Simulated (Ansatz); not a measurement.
Predict the output of the script below (the Python package of Ansatz (0.2.0)).

The script, `energy.py`:
```python
"""Electronic structure of the CH8N2OSi2 molecule."""

import ansatz as az

BASIS_SET = "6-31G*"
FUNCTIONAL = "r2scan"

GEOMETRY = """
N     2.56920    0.31770   -0.14170
C     1.85000   -0.00080    0.98170
O     2.35080   -0.09550    2.09390
Si   -0.04750   -0.30720    0.81450
N    -0.57810    0.26240   -0.71730
Si   -2.20680   -0.15890   -0.92150
H     2.14060    0.32290   -1.06070
H     3.57150    0.42610   -0.06220
H    -0.80730    0.45780    1.83570
H    -0.34960   -1.75900    0.91110
H    -0.50850    1.27500   -0.70990
H    -3.01090    0.48250    0.14190
H    -2.61640    0.40780   -2.22330
H    -2.35690   -1.63070   -0.94220
"""

ch8n2osi2 = az.Crystal.molecule()
for line in GEOMETRY.strip().splitlines():
    symbol, *xyz = line.split()
    ch8n2osi2 = ch8n2osi2.atom(symbol, [float(v) for v in xyz])

job = (
    ch8n2osi2.calculation()
    .basis(gaussian=BASIS_SET)
    .functional(FUNCTIONAL)
)
print(job.to_yaml())
trace = []
res = job.session().plan().execute(on_event=trace.append)
data = res.report
for event in trace:
    if event["event"] == "mean_field_evaluation" and event["data"]["evaluation"] <= 25:
        print("pass {evaluation:3d}  E = {energy_ev:.6f} eV  gradient {gradient_ev:.1e}".format(**event["data"]))

print("reference energy %16.6f eV" % data["reference_energy_ev"])
print("total energy     %16.6f eV" % data["free_energy_ev"])
print("occupied orbitals outside the frozen core (up, down):", data["n_occupied"], " frozen:", data["n_frozen"], " virtual:", data["n_virtual"])

state = data["mean_field"]["state"]
print(f"mean field: {state['energy']['hartree']:.7f} Ha, <S^2> = {abs(state['spin_squared']):.4f}, stability: {state.get('stability', {}).get('kind')}")
```

```console
$ python energy.py
crystal:
  periodic: [false, false, false]
  atoms:
    - { symbol: "N", position_ang: [2.5692, 0.3177, -0.1417] }
    - { symbol: C, position_ang: [1.85, -0.0008, 0.9817] }
    - { symbol: O, position_ang: [2.3508, -0.0955, 2.0939] }
    - { symbol: Si, position_ang: [-0.0475, -0.3072, 0.8145] }
    - { symbol: "N", position_ang: [-0.5781, 0.2624, -0.7173] }
    - { symbol: Si, position_ang: [-2.2068, -0.1589, -0.9215] }
    - { symbol: H, position_ang: [2.1406, 0.3229, -1.0607] }
    - { symbol: H, position_ang: [3.5715, 0.4261, -0.0622] }
    - { symbol: H, position_ang: [-0.8073, 0.4578, 1.8357] }
    - { symbol: H, position_ang: [-0.3496, -1.759, 0.9111] }
    - { symbol: H, position_ang: [-0.5085, 1.275, -0.7099] }
    - { symbol: H, position_ang: [-3.0109, 0.4825, 0.1419] }
    - { symbol: H, position_ang: [-2.6164, 0.4078, -2.2233] }
    - { symbol: H, position_ang: [-2.3569, -1.6307, -0.9422] }
basis:
  gaussian:
    orbitals: "6-31G*"
hamiltonian:
  xc: r2scan

pass   1  E = -21933.226442 eV  gradient 7.7e+01
pass   2  E = -21906.967263 eV  gradient 1.3e+02
pass   3  E = -21942.517385 eV  gradient 3.2e+01
pass   4  E = -21944.154955 eV  gradient 1.4e+01
pass   5  E = -21944.543574 eV  gradient 4.2e+00
pass   6  E = -21944.582147 eV  gradient 1.2e+00
pass   7  E = -21944.584936 eV  gradient 3.7e-01
pass   8  E = -21944.583922 eV  gradient 3.9e-01
pass   9  E = -21944.584234 eV  gradient 1.2e-01
pass  10  E = -21944.584262 eV  gradient 4.1e-02
pass  11  E = -21944.473689 eV  gradient 2.7e-01
pass  12  E = -21944.473829 eV  gradient 3.8e-02
pass  13  E = -21944.473832 eV  gradient 1.4e-02
pass  14  E = -21944.473832 eV  gradient 1.3e-03
pass  15  E = -21944.473832 eV  gradient 1.3e-03
pass  16  E = -21944.473832 eV  gradient 3.3e-04
pass  17  E = -21944.473832 eV  gradient 7.3e-05
pass  18  E = -21944.473832 eV  gradient 1.7e-05
pass  19  E = -21944.473832 eV  gradient 1.7e-05
reference energy    -21944.473844 eV
total energy        -21944.473844 eV
occupied orbitals outside the frozen core (up, down): [32, 32]  frozen: 0  virtual: [82, 82]
mean field: -806.4445393 Ha, <S^2> = 0.0000, stability: minimum
```

Reading the output:
- These settings explore the input space; basis and method may be short of convergence.
- The geometry is a force-field or estimated start, not a minimum of this method, and the basis set is short of its limit.
- Early passes use coarser integrals and grids, so their energies can't be compared with the last.
- Wall time of the script: 15 s on 1 thread of Arm Neoverse N1 (shared host), peak memory 0.24 GiB.

(Lines on the test bed's own set-up are left out of the output.)
